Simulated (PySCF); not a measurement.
# C2H6N2SeSi: the cost of one run

The runs use PySCF 2.14.0, with density-fitted response routines of our own; the level of theory stands in each step. All values are computed, except where a source is named. Atoms count from 0, in the outputs and in this text.

## (1) The molecule as given

12 atoms, charge 0, multiplicity 1; geometry from: GFN2-xTB. The atoms were then displaced at random by about 0.01 Å, so the start is not that level's minimum.

Bonds of the start (Å): N0–C1 1.14, C1–Si2 1.86, Si2–N3 1.71, Si2–C4 1.92, C4–Se5 1.98, Si2–H6 1.47, N3–H7 1.02, N3–H8 0.99, C4–H9 1.07, C4–H10 1.09, Se5–H11 1.45.

## (2) Relaxing the molecule at PBE0-D3(BJ)/def2-SVP

What the job is given:

```
{"job": {"xc": "PBE0", "basis": "def2-SVP", "d3": "d3bj", "grid": 1, "shake": 0.01, "kind": "geom"}, "charge": 0, "multiplicity": 1}
N     -2.357130    -1.841360    -1.611100
C     -1.710940    -1.172590    -0.955370
Si    -0.655790    -0.122710     0.157270
N     -0.773130     1.487800    -0.402750
C      1.175530    -0.618230    -0.150390
Se     2.429390     0.511460     0.883870
H     -1.007640    -0.446290     1.550250
H     -1.694880     1.930770    -0.457910
H     -0.090700     2.167980    -0.171880
H      1.461670    -0.459040    -1.169570
H      1.377200    -1.651870     0.125620
H      1.886110     0.185790     2.192940
```

Launch:

```console
OMP_NUM_THREADS=1 python probes_run.py task.json out
```

The driver reads the jobs from task.json and runs them one after another.

Q: Estimate the wall time and peak memory of this first job on 1 thread of Arm Neoverse V1, shared host.

About 75 s, with a peak of 0.54 GiB.
